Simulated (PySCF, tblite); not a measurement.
# C₅H₁₂NSi radical: geometry, infrared bands and EPR parameters

Wanted: the infrared bands and EPR parameters of C₅H₁₂NSi radical (`CCCC/C=N/[SiH2]`), by calculation.

Computed with tblite 0.8.0 and PySCF 2.14.0, with density-fitted response routines of our own, on a single molecule in the gas phase. Atoms are numbered from 0 throughout.

## 1. Starting geometry

19 atoms, charge 0, multiplicity 2; geometry from: force field or distance geometry start.

Bonds of the start (Å): C0–C1 1.50, C1–C2 1.54, C2–C3 1.51, C3–C4 1.50, C4–N5 1.28, N5–Si6 1.75, C0–H7 1.10, C0–H8 1.09, C0–H9 1.10, C1–H10 1.10, C1–H11 1.09, C2–H12 1.09, C2–H13 1.10, C3–H14 1.09, C3–H15 1.12, C4–H16 1.11, Si6–H17 1.48, Si6–H18 1.48.

## 2. Relaxing the molecule with GFN2-xTB

What the job is given:

```
{"job": {"kind": "relax", "xc": "GFN2-xTB", "basis": "xTB"}, "charge": 0, "multiplicity": 2}
C     -2.622100     0.991400     0.161000
C     -1.283700     0.524900     0.662700
C     -0.901500    -0.850800     0.095500
C      0.419300    -1.361100     0.619400
C      1.576000    -0.586300     0.068000
N      2.325200     0.111000     0.840400
Si     3.631900     0.986200     0.076500
H     -2.868800     1.977000     0.592500
H     -2.621200     1.087200    -0.927400
H     -3.428000     0.292700     0.446700
H     -1.310900     0.462900     1.765100
H     -0.522600     1.259800     0.406700
H     -0.881000    -0.782600    -0.992400
H     -1.692100    -1.569300     0.345400
H      0.550900    -2.400500     0.314600
H      0.440200    -1.337900     1.734700
H      1.717200    -0.647800    -1.033500
H      3.015200     1.864200    -0.936400
H      4.446100    -0.011900    -0.646300
```

Started as:

```console
> OMP_NUM_THREADS=1 python probes_run.py task.json out
```

One launch serves the whole session: the jobs run in the order shown.

**Question.** This job is followed by: GFN2-xTB harmonic vibrations, gas phase; UKS B3LYP, pcH-1 on C H N Si, non-relativistic, mean-field spin-orbit, GIAO. Predict these results of the whole session: strongest single infrared mode (GFN2-xTB); zero-point energy (GFN2-xTB); g(iso) (B3LYP); ⟨S²⟩; largest a(iso) (averaged by class); potential on the surface of density 0.002 e/bohr³, 1st and 99th percentile.

As calculated:

```
                                                                  quantity                    value
                                 strongest single infrared mode (GFN2-xTB)    2302 cm⁻¹, 359 km/mol
                                              zero-point energy (GFN2-xTB)            98.2 kcal/mol
                                                            g(iso) (B3LYP)                  2.00295
                                                                      ⟨S²⟩       0.766 (exact 0.75)
                                        largest a(iso) (averaged by class)  29Si on Si6, -130.3 MHz
potential on the surface of density 0.002 e/bohr³, 1st and 99th percentile       -1.26 V and 0.82 V
```

The optimisation took 146 steps and gained 0.919 eV; among the close pairs (by a distance rule), N5–Si6 changed most, from 1.748 to 1.640 Å. No mode is imaginary among the 51: a minimum at this level. The strongest single mode, at 2302 cm⁻¹, moves mainly H17. GFN2-xTB is a fitted tight-binding method: band positions and strengths are rough. Its intensities can rank the bands wrongly. The largest share of the spin, 0.85 e, sits on Si6. The isotropic g lies 0.6 ppt above the free-electron value. These values are for one conformer; the search (at its own cheap level) found 1 more, at 0.76 kcal/mol, and measured spectra average over such forms.
